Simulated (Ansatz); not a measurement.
# C10H2: the cost of one run

Method: the levels named in each step, in Ansatz 0.2.0.

### Step 1. The system as given

Bond lengths: C1–C2 1.208 Å, C2–C3 1.346 Å, C3–C4 1.222 Å, C4–C5 1.334 Å, C5–C6 1.225 Å, C6–C7 1.334 Å, C7–C8 1.222 Å, C8–C9 1.346 Å, C9–C10 1.208 Å, C1–H11 1.048 Å, C10–H12 1.048 Å. Angles: C1–C2–C3 180.0°, C2–C1–H11 180.0°, C2–C3–C4 180.0°, C3–C4–C5 180.0°, C4–C5–C6 180.0°, C5–C6–C7 180.0°, C6–C7–C8 180.0°, C7–C8–C9 180.0°, C8–C9–C10 180.0°, C9–C10–H12 180.0°.

Coordinates:

```xyz
12

C     0.0000    0.0000   -5.7229
C     0.0000    0.0000   -4.5146
C     0.0000    0.0000   -3.1684
C     0.0000    0.0000   -1.9465
C     0.0000    0.0000   -0.6122
C     0.0000    0.0000    0.6125
C     0.0000    0.0000    1.9467
C     0.0000    0.0000    3.1685
C     0.0000    0.0000    4.5145
C     0.0000    0.0000    5.7227
H     0.0000    0.0000   -6.7711
H     0.0000    0.0000    6.7708
```

### Step 2. A rough first relaxation, PBE-D4/def2-SVP

This run stands in another session on the same molecule. It ended at:

```xyz
12

C     0.0000    0.0000   -5.8069
C     0.0000    0.0000   -4.5710
C     0.0000    0.0000   -3.2179
C     0.0000    0.0000   -1.9673
C     0.0000    0.0000   -0.6271
C     0.0000    0.0000    0.6271
C     0.0000    0.0000    1.9673
C     0.0000    0.0000    3.2179
C     0.0000    0.0000    4.5710
C     0.0000    0.0000    5.8069
H     0.0000    0.0000   -6.8883
H     0.0000    0.0000    6.8883
```

### Step 3. Relaxation, PBE0-D4/def2-TZVP

This run stands in another session on the same molecule. It ended at:

```xyz
12

C     0.0000    0.0000   -5.7295
C     0.0000    0.0000   -4.5213
C     0.0000    0.0000   -3.1704
C     0.0000    0.0000   -1.9511
C     0.0000    0.0000   -0.6110
C     0.0000    0.0000    0.6110
C     0.0000    0.0000    1.9511
C     0.0000    0.0000    3.1704
C     0.0000    0.0000    4.5213
C     0.0000    0.0000    5.7295
H     0.0000    0.0000   -6.7941
H     0.0000    0.0000    6.7941
```

### Step 4. Relaxation, PBE0-D4/def2-SVP

This run stands in another session on the same molecule. It ended at:

```xyz
12

C     0.0000    0.0000   -5.7753
C     0.0000    0.0000   -4.5557
C     0.0000    0.0000   -3.1961
C     0.0000    0.0000   -1.9655
C     0.0000    0.0000   -0.6166
C     0.0000    0.0000    0.6166
C     0.0000    0.0000    1.9655
C     0.0000    0.0000    3.1961
C     0.0000    0.0000    4.5557
C     0.0000    0.0000    5.7753
H     0.0000    0.0000   -6.8502
H     0.0000    0.0000    6.8502
```

### Step 5. Frequencies, PBE0-D4/def2-SVP

input.yaml

```yaml
crystal:
  periodic: [false, false, false]
  atoms:
    - { symbol: C, position_ang: [0.0, 0.0, -5.7753486] }
    - { symbol: C, position_ang: [0.0, 0.0, -4.55572816] }
    - { symbol: C, position_ang: [0.0, 0.0, -3.1960796] }
    - { symbol: C, position_ang: [0.0, 0.0, -1.96550431] }
    - { symbol: C, position_ang: [0.0, 0.0, -0.61660553] }
    - { symbol: C, position_ang: [0.0, 0.0, 0.61660391] }
    - { symbol: C, position_ang: [0.0, 0.0, 1.96550225] }
    - { symbol: C, position_ang: [0.0, 0.0, 3.19607804] }
    - { symbol: C, position_ang: [0.0, 0.0, 4.55572611] }
    - { symbol: C, position_ang: [0.0, 0.0, 5.77534688] }
    - { symbol: H, position_ang: [-1.0e-08, 0.0, -6.85024833] }
    - { symbol: H, position_ang: [0.0, 0.0, 6.85024731] }
basis:
  gaussian: { orbitals: def2-SVP }
hamiltonian:
  xc: pbe0
  dispersion: d4
phonons: {}
```

Run with:

```sh
> ansatz run input.yaml --threads 8 --pin off --max-ram 22528MiB --backend cpu --events-out ev --progress --plain --runs-dir out
```

Q: Estimate wall time and peak memory on 8 threads of AMD EPYC 7R43 (Zen 3), shared host.

About 51 s, with a peak of 0.44 GiB.
